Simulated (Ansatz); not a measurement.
# NiTe2 (P-3m1): cell relaxations under several functionals in Python

Wanted for NiTe2 (P-3m1): cell relaxations under several functionals.

The COD entry's cell or inner coordinates are ideal or old and differ from later refinements, so a difference from it is no clean test against experiment.

Computed with the Python package of Ansatz 0.2.0. The levels of theory stand in the script.

## Step 1: Starting point

Symmetry: P-3m1, No. 164, trigonal system. The conventional cell has a = 3.861 Å, b = 3.861 Å, c = 5.297 Å, α = 90.00°, β = 90.00°, γ = 120.00°. Ni (site symmetry -3m) is surrounded by 6 Te at 2.59 Å. Around Te (site symmetry 3m) lie 3 Ni at 2.59 Å.

The script holds or builds the structure itself.

## Step 2: Script

Contents of nite2.py:

```python
import ansatz as az
import numpy as np

def edges_and_angles(cell):
    cell = np.asarray(cell)
    a, b, c = np.linalg.norm(cell, axis=1)
    cosines = cell[1] @ cell[2] / (b * c), cell[0] @ cell[2] / (a * c), cell[0] @ cell[1] / (a * b)
    return (a, b, c, *np.degrees(np.arccos(cosines)))

lattice = az.Lattice.of(
    (3.861, 0.0, 0.0),
    (-1.9305, 3.34372, 0.0),
    (0.0, 0.0, 5.297),
)
sites = [
    ("Ni", (0.0, 0.0, 0.0)),
    ("Te", (1 / 3, 2 / 3, 0.25)),
    ("Te", (2 / 3, 1 / 3, 0.75)),
]
xtal = az.Crystal(lattice=lattice)
for symbol, position in sites:
    xtal = xtal.atom(symbol, position)
xtal = xtal.moments(Ni=1.5)

model = xtal.calculation()
model = model.basis(31 * az.Ry).kpoints(density=5.3)
model = model.occupations("fermi_dirac", width=0.1).spin("collinear")
model = model.relax(cell=True, force_tolerance=0.005, max_steps=60)

levels = [("pbesol", "d3bj"), ("pbesol", "none"), ("blyp", "d3bj")]
print("level            a       b       c    alpha   beta  gamma  V/atom  steps")
for name, dispersion in levels:
    seen = []
    run = model.functional(name, dispersion=dispersion).session().plan()
    out = run.execute(on_event=lambda e: seen.append(e) if e["event"] == "relax_step" else None)
    cell = out.lattice.cell_ang
    label = name if dispersion == "none" else f"{name}+{dispersion}"
    print("{:13s} {:7.4f} {:7.4f} {:7.4f} {:6.2f} {:6.2f} {:6.2f}".format(label, *edges_and_angles(cell)), f"{abs(np.linalg.det(cell)) / len(out.lattice.sites):7.3f} {len(seen):5d}")
```

## Step 3: What the engine is handed

The engine receives this input (first run):

```yaml
crystal:
  lattice:
    - [3.861, 0.0, 0.0]
    - [-1.9305, 3.34372, 0.0]
    - [0.0, 0.0, 5.297]
  atoms:
    - { symbol: Ni, position: [0.0, 0.0, 0.0] }
    - { symbol: Te, position: [0.3333333333333333, 0.6666666666666666, 0.25] }
    - { symbol: Te, position: [0.6666666666666666, 0.3333333333333333, 0.75] }
basis:
  ecutwfc: 421.77648681281397
kpoints:
  mp_grid:
    kspacing: 0.18867924528301888
hamiltonian:
  xc: pbesol
  dispersion: d3bj
magnetization:
  spin_polarized: true
  per_species:
    Ni: 1.5
scf:
  occupations:
    method: fermi_dirac
    width: 0.1
relax:
  f_tol: 0.005
  max_steps: 60
  cell: {}
```

## Step 4: The run

On the command line:

```
$ python nite2.py
```

The program printed:

```text
level            a       b       c    alpha   beta  gamma  V/atom  steps
RunWarning: the starting moments were not kept: the SCF closed with an absolute magnetisation of 1.4e-6 μB, where they sum to 1.5 μB in size (1 site). That is at most 0.1 of that sum. Measured as dr2_m measures the in/out step, that magnetisation stands 1.1e-12 eV from none, at or under the dr2_threshold of 1.0e-7 eV: it is no larger than a step whose dr2_m would equal this threshold. The system may hold no moment; this SCF shows only that its start led to no more than that. To try another start: raise the starting moments (crystal.atoms[].spin, magnetization.per_species, magnetization.initial_magnetization, or on a non-collinear deck that types none of these the spinor_matrix: blocks that [...]
pbesol+d3bj    3.7859  3.7859  5.0088  90.00  90.00 120.00  20.725     7
pbesol         3.8302  3.8302  5.1511  90.00  90.00 120.00  21.815     6
blyp+d3bj      3.8605  3.8605  5.1522  90.00  90.00 120.00  22.166     7
```

(Warnings from the package without file and line, shortened, repeats left out.)

Wall time 2.3 min (1 thread of AMD EPYC 9R45 (Zen 5), shared host); peak memory 0.67 GiB.

## Step 5: What changed from run to run

The engine's inputs for the other runs:

Run 2, against run 1:

```diff
@@ -17 +17 @@
-  dispersion: d3bj
+  dispersion: none
```

Run 3, against run 1:

```diff
@@ -16 +16 @@
-  xc: pbesol
+  xc: blyp
```

## Step 6: What each run gave

The 3 runs, in the order started:

| run | functional | dispersion | energy (eV/atom) | final volume (Å³/atom) | SCF cycles in all | CPU time (s) |
| --- | --- | --- | --- | --- | --- | --- |
| 1 | pbesol | d3bj | -6536.7562 | 20.72 | 70 | 46 |
| 2 | pbesol | none | -6536.2694 | 21.81 | 68 | 44 |
| 3 | blyp | d3bj | -6615.4599 | 22.17 | 75 | 48 |

Energies are free energies F = E - TS of the smeared occupations. Totals hang on method, basis and potentials, so only like runs compare.

## Step 7: The relaxation of run 1, step by step

The steps of the relaxation:

| step | E - E(step 1) (eV/cell) | largest force component (eV/Å) | pressure (GPa) | volume (Å³) |
| --- | --- | --- | --- | --- |
| 1 | 0.0000 | 0.2304 | -6.41 | 68.38 |
| 2 | -0.1226 | 0.0909 | 1.59 | 61.06 |
| 3 | -0.1314 | 0.0211 | -0.27 | 62.52 |
| 4 | -0.1327 | 0.0167 | -0.15 | 62.28 |
| 5 | -0.1328 | 0.0323 | 0.14 | 62.13 |
| 6 | -0.1329 | 0.0002 | 0.00 | 62.17 |
| 7 | -0.1313 | 0.0004 | 0.00 | 62.17 |

Step 1 is the start. Step 7 repeats the geometry before it on a plane-wave basis chosen anew for that cell, so its energy need not be comparable with the rows above.

|  | before | after | change |
| --- | --- | --- | --- |
| a (Å) | 3.861 | 3.786 | -1.9 % |
| b (Å) | 3.861 | 3.786 | -1.9 % |
| c (Å) | 5.297 | 5.009 | -5.4 % |
| volume (Å³/atom) | 22.79 | 20.72 | -9.1 % |
| shortest distance (Å) | 2.593 | 2.540 | -2.0 % |
| space group (0.01 Å) | P-3m1 | P-3m1 | same |

The run keeps the 12 symmetry operations of the start, so it could not have lowered the symmetry.

## Step 8: The relaxation of run 3, step by step

Relaxation path:

| step | E - E(step 1) (eV/cell) | largest force component (eV/Å) | pressure (GPa) | volume (Å³) |
| --- | --- | --- | --- | --- |
| 1 | 0.0000 | 0.2593 | -0.70 | 68.38 |
| 2 | 0.1278 | 1.0690 | 3.39 | 62.59 |
| 3 | -0.0171 | 0.0401 | -0.34 | 67.15 |
| 4 | -0.0205 | 0.0478 | 0.34 | 66.32 |
| 5 | -0.0209 | 0.0058 | 0.01 | 66.50 |
| 6 | -0.0209 | 0.0000 | 0.00 | 66.50 |
| 7 | -0.0204 | 0.0000 | 0.00 | 66.50 |

Step 1 is the start. Step 7 repeats the geometry before it on a plane-wave basis chosen anew for that cell, so its energy need not be comparable with the rows above. Step 2 was tried and not accepted.

|  | before | after | change |
| --- | --- | --- | --- |
| a (Å) | 3.861 | 3.861 | 0.0 % |
| b (Å) | 3.861 | 3.861 | 0.0 % |
| c (Å) | 5.297 | 5.152 | -2.7 % |
| volume (Å³/atom) | 22.79 | 22.17 | -2.8 % |
| shortest distance (Å) | 2.593 | 2.597 | +0.2 % |
| space group (0.01 Å) | P-3m1 | P-3m1 | same |

Forces and stress were held to the start's 12 operations: a distortion of lower symmetry was not tested.

## Step 9: Results

```
      quantity                                             value
 runs compared                                                 3
relaxed volume  20.72 (pbesol d3bj) to 22.17 Å³/atom (blyp d3bj)
```

What this shows: From smallest to largest: PBEsol+D3BJ (20.72 Å³ an atom, -9.1 % against the start), PBEsol (21.81 Å³ an atom, -4.3 % against the start) and BLYP+D3BJ (22.17 Å³ an atom, -2.8 % against the start). The spread is 7.0 % in volume. In run 1, over 5 moves the cell shrank by 9.1 % in volume, and the space group stayed P-3m1. In run 3, over 4 moves the cell shrank by 2.8 % in volume, and the space group stayed P-3m1. Caveats:
- The SCF didn't keep the moments it started from (some shrank, vanished or turned); what is printed is the state reached.
- BLYP and dispersion corrections can be off by several per cent in the lattices of metals, and by several GPa in the pressure at a fixed cell.
- Of the deposited cell: the entry's cell lengths or inner coordinates differ somewhat from later room-temperature determinations. The starting moments were not kept in at least one run, so it stands on a weaker or other magnetic state than the one typed.
